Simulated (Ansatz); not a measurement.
# NaCl: a single-point run

The task is a single-point run on NaCl. The structure is shown as the input types it.

The COD entry's cell or inner coordinates are ideal or old and differ from later refinements, so a difference from it is no clean test against experiment.

Method: DFT, r2SCAN, all-electron LAPW, scalar-relativistic; levels and slopes on a fine mesh, independent-particle optical spectra, in Ansatz 0.2.0.

**1. Starting point**

It takes space group Fm-3m (No. 225, cubic). Conventional cell: a = 5.608 Å, b = 5.608 Å, c = 5.608 Å, α = 90.00°, β = 90.00°, γ = 90.00°. Around Na (site symmetry m-3m) lie 6 Cl at 2.80 Å. Cl (site symmetry m-3m) has 6 Na at 2.80 Å as nearest neighbours.

Coordinates:

```
CELL_PARAMETERS angstrom
0.00000 2.80398 2.80398
2.80398 0.00000 2.80398
2.80398 2.80398 0.00000
ATOMIC_POSITIONS crystal
Na 0.00000 0.00000 0.00000
Cl 0.50000 0.50000 0.50000
```

**2. The calculation**

File input.yaml:

```yaml
crystal:
  lattice:
    - [0.0, 2.80398084996, 2.80398084996]
    - [2.80398084996, 0.0, 2.80398084996]
    - [2.80398084996, 2.80398084996, 0.0]
  atoms:
    - { symbol: Na, position: [0.0, 0.0, 0.0] }
    - { symbol: Cl, position: [0.5, 0.5, 0.5] }
kpoints:
  mp_grid: { grid: [8, 8, 8] }
scf:
  occupations: { method: fermi_dirac, width: 0.3 }
  n_extra_bands: 0
  max_iter: 60
hamiltonian:
  xc: r2scan
  pseudopotentials: { kind: all_electron, lapw: { basis_error: 0.001 } }
output:
  forces: true
  stress: true
  eigenvalues: true
  eigenstates:
    nscf_kmesh: { grid: [12, 12, 12] }
    de_dk: true
    e_range: [-9, 15.96956651031]
  optics:
    e_range: [0, 25]
    de: 0.2
    sigma: 0.25
    bands: { spectra_wanted_up_to: 25 }
    nscf_kmesh: { grid: [12, 12, 12] }
checkpoint:
  write: ck
  write_wavefunctions: false
```

Command:

```sh
$ ansatz run input.yaml --threads 1 --pin off --max-ram 3072MiB --backend cpu --events-out ev --progress --plain --runs-dir out
```

Q: Will this input give a usable result? If not, why, and what should change?

The program refused the input before any cycle. It says: «inconsistent input (scf.n_extra_bands, scf.occupations.method): n_bands = 12 leaves no empty band above the 12 bands per channel that the deck's 24 electrons occupy ...»

In the input, scf.occupations.method is fermi_dirac; scf.occupations.width is 0.3; scf.n_extra_bands is 0. There are no spare bands for the search of the Fermi level.

The cure: delete scf.occupations.width and scf.n_extra_bands (the default then holds) and set scf.occupations.method to fixed.
